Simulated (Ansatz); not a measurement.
# Ti3Sb2: the cost of one run

Computed with Ansatz 0.2.0 (DFT PBE, scalar-relativistic, plane waves, PAW, unless a step's input says otherwise).

**1. The starting structure**

It takes space group Pm-3m (No. 221, cubic). The conventional cell has a = 4.618 Å, b = 4.618 Å, c = 4.618 Å, α = 90.00°, β = 90.00°, γ = 90.00°. Ti (site symmetry 4/mmm) is surrounded by 2 Sb at 2.31 Å. Sb (site symmetry m-3m) has 12 Ti at 3.27 Å as nearest neighbours. Around Sb (site symmetry m-3m) lie 6 Ti at 2.31 Å.

Structure file:

```cif
data_structure
_symmetry_space_group_name_H-M 'Pm-3m'
_symmetry_Int_Tables_number 221
_cell_length_a 4.6176
_cell_length_b 4.6176
_cell_length_c 4.6176
_cell_angle_alpha 90.000
_cell_angle_beta 90.000
_cell_angle_gamma 90.000
_cell_volume 98.45
loop_
_atom_site_label
_atom_site_type_symbol
_atom_site_symmetry_multiplicity
_atom_site_Wyckoff_symbol
_atom_site_fract_x
_atom_site_fract_y
_atom_site_fract_z
_atom_site_occupancy
Ti1 Ti 3 d 0.50000 0.00000 0.00000 1
Sb1 Sb 1 b 0.50000 0.50000 0.50000 1
Sb2 Sb 1 a 0.00000 0.00000 0.00000 1
```

A structure generator made this guess: random cell by space group and Wyckoff sites (Pm-3m, No. 221). The dimensions are guesses.

**2. The guess as it stands, on a coarse mesh**

Input file input.yaml:

```yaml
crystal:
  lattice:
    - [4.61755888, 0.0, 0.0]
    - [0.0, 4.61755888, 0.0]
    - [0.0, 0.0, 4.61755888]
  atoms:
    - { symbol: Ti, position: [0.5, 0.0, 0.0] }
    - { symbol: Ti, position: [0.0, 0.5, 0.0] }
    - { symbol: Ti, position: [0.0, 0.0, 0.5] }
    - { symbol: Sb, position: [0.5, 0.5, 0.5] }
    - { symbol: Sb, position: [0.0, 0.0, 0.0] }
basis:
  ecutwfc: 420
kpoints:
  mp_grid: { grid: [4, 4, 4] }
hamiltonian:
  xc: pbe
scf:
  occupations: { method: gaussian, width: 0.1 }
  lower_state_search: "off"
output:
  forces: true
  stress: true
  eigenvalues: true
```

Started as:

```console
$ ansatz run input.yaml --threads 1 --pin off --max-ram 2048MiB --backend cpu --events-out ev --progress --plain --runs-dir out
```

Q: Estimate wall time and peak memory on 1 thread of Arm Neoverse N1, shared host.

About 4.8 s, with a peak of 0.38 GiB.
